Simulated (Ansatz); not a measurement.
# C16O31: the cost of one run

Program: Ansatz 0.2.0. Level of theory: DFT, PBE, plane-wave PAW, default files, scalar-relativistic, as far as a step names no other. These are calculated values, not measurements.

1 further run of the same task is left out (it didn't finish).

### 1 Starting point

The structure is trigonal, space group R3 (No. 146). The conventional cell has a = 15.548 Å, b = 15.548 Å, c = 9.521 Å, α = 90.00°, β = 90.00°, γ = 120.00°. C (site symmetry 3) has 1 O at 1.17 Å as nearest neighbours. Around C (site symmetry 1) lie 2 O at 1.17 Å. Around O (site symmetry 1) lie 1 C at 1.17 Å. Only part of the 17 independent sites is listed.

Coordinates:

```
C O
1.0
    -5.49707    5.49707    5.49707
     5.49707   -5.49707    5.49707
     5.49707    5.49707   -5.49707
C O
16 31
Direct
  0.00000 0.00000 0.00000
  0.50000 0.50000 0.00000
  0.50000 0.00000 0.50000
  0.00000 0.50000 0.50000
  0.25000 0.50000 0.25000
  0.75000 0.00000 0.25000
  0.75000 0.50000 0.75000
  0.25000 0.00000 0.75000
  0.25000 0.25000 0.50000
  0.75000 0.75000 0.50000
  0.75000 0.25000 0.00000
  0.25000 0.75000 0.00000
  0.50000 0.25000 0.25000
  0.00000 0.75000 0.25000
  0.00000 0.25000 0.75000
  0.50000 0.75000 0.75000
  0.62254 0.62254 0.12254
  0.62254 0.12254 0.62254
  0.12254 0.62254 0.62254
  0.75000 0.50000 0.62746
  0.25000 0.00000 0.62746
  0.25000 0.50000 0.12746
  0.75000 0.00000 0.12746
  0.62746 0.75000 0.50000
  0.12746 0.25000 0.50000
  0.12746 0.75000 0.00000
  0.62746 0.25000 0.00000
  0.50000 0.62746 0.75000
  0.00000 0.12746 0.75000
  0.00000 0.62746 0.25000
  0.50000 0.12746 0.25000
  0.87746 0.87746 0.87746
  0.37746 0.37746 0.87746
  0.37746 0.87746 0.37746
  0.87746 0.37746 0.37746
  0.25000 0.50000 0.37254
  0.75000 0.00000 0.37254
  0.75000 0.50000 0.87254
  0.25000 0.00000 0.87254
  0.37254 0.25000 0.50000
  0.87254 0.75000 0.50000
  0.87254 0.25000 0.00000
  0.37254 0.75000 0.00000
  0.50000 0.37254 0.25000
  0.00000 0.87254 0.25000
  0.00000 0.37254 0.75000
  0.50000 0.87254 0.75000
```

The vacant site is at (0.123, 0.123, 0.123) in fractional coordinates of the input's cell.

### 2 Gradients at the starting positions

input.yaml

```yaml
crystal:
  lattice:
    - [-5.49707328, 5.49707328, 5.49707328]
    - [5.49707328, -5.49707328, 5.49707328]
    - [5.49707328, 5.49707328, -5.49707328]
  atoms:
    - { symbol: C, position: [0.0, 0.0, 0.0] }
    - { symbol: C, position: [0.5, 0.5, 0.0] }
    - { symbol: C, position: [0.5, 0.0, 0.5] }
    - { symbol: C, position: [0.0, 0.5, 0.5] }
    - { symbol: C, position: [0.25, 0.5, 0.25] }
    - { symbol: C, position: [0.75, 0.0, 0.25] }
    - { symbol: C, position: [0.75, 0.5, 0.75] }
    - { symbol: C, position: [0.25, 0.0, 0.75] }
    - { symbol: C, position: [0.25, 0.25, 0.5] }
    - { symbol: C, position: [0.75, 0.75, 0.5] }
    - { symbol: C, position: [0.75, 0.25, 0.0] }
    - { symbol: C, position: [0.25, 0.75, 0.0] }
    - { symbol: C, position: [0.5, 0.25, 0.25] }
    - { symbol: C, position: [0.0, 0.75, 0.25] }
    - { symbol: C, position: [0.0, 0.25, 0.75] }
    - { symbol: C, position: [0.5, 0.75, 0.75] }
    - { symbol: O, position: [0.62253698, 0.62253698, 0.12253698] }
    - { symbol: O, position: [0.62253698, 0.12253698, 0.62253698] }
    - { symbol: O, position: [0.12253698, 0.62253698, 0.62253698] }
    - { symbol: O, position: [0.75, 0.5, 0.62746302] }
    - { symbol: O, position: [0.25, 0.0, 0.62746302] }
    - { symbol: O, position: [0.25, 0.5, 0.12746302] }
    - { symbol: O, position: [0.75, 0.0, 0.12746302] }
    - { symbol: O, position: [0.62746302, 0.75, 0.5] }
    - { symbol: O, position: [0.12746302, 0.25, 0.5] }
    - { symbol: O, position: [0.12746302, 0.75, 0.0] }
    - { symbol: O, position: [0.62746302, 0.25, 0.0] }
    - { symbol: O, position: [0.5, 0.62746302, 0.75] }
    - { symbol: O, position: [0.0, 0.12746302, 0.75] }
    - { symbol: O, position: [0.0, 0.62746302, 0.25] }
    - { symbol: O, position: [0.5, 0.12746302, 0.25] }
    - { symbol: O, position: [0.87746302, 0.87746302, 0.87746302] }
    - { symbol: O, position: [0.37746302, 0.37746302, 0.87746302] }
    - { symbol: O, position: [0.37746302, 0.87746302, 0.37746302] }
    - { symbol: O, position: [0.87746302, 0.37746302, 0.37746302] }
    - { symbol: O, position: [0.25, 0.5, 0.37253698] }
    - { symbol: O, position: [0.75, 0.0, 0.37253698] }
    - { symbol: O, position: [0.75, 0.5, 0.87253698] }
    - { symbol: O, position: [0.25, 0.0, 0.87253698] }
    - { symbol: O, position: [0.37253698, 0.25, 0.5] }
    - { symbol: O, position: [0.87253698, 0.75, 0.5] }
    - { symbol: O, position: [0.87253698, 0.25, 0.0] }
    - { symbol: O, position: [0.37253698, 0.75, 0.0] }
    - { symbol: O, position: [0.5, 0.37253698, 0.25] }
    - { symbol: O, position: [0.0, 0.87253698, 0.25] }
    - { symbol: O, position: [0.0, 0.37253698, 0.75] }
    - { symbol: O, position: [0.5, 0.87253698, 0.75] }
total_charge: 2
kpoints:
  mp_grid: { grid: [3, 3, 3] }
scf:
  occupations: { method: fermi_dirac, width: 0.01 }
hamiltonian:
  xc: pbe
  pseudopotentials: { kind: paw }
output:
  forces: true
  stress: true
  populations: true
  efg: { quadrupole_moments_barn: { O: -0.02558 }, contact_densities: true }
  write_density: true
  write_potential: true
  elf: true
  volumetric_format: npy
```

Started as:

```bash
> ansatz run input.yaml --threads 1 --pin off --max-ram 3072MiB --backend cpu --events-out ev --progress --plain --runs-dir out
```

What time and memory should one allow on 1 thread of Intel Xeon 6975P-C (Granite Rapids), shared host?

About 2 min, with a peak of 1.3 GiB.
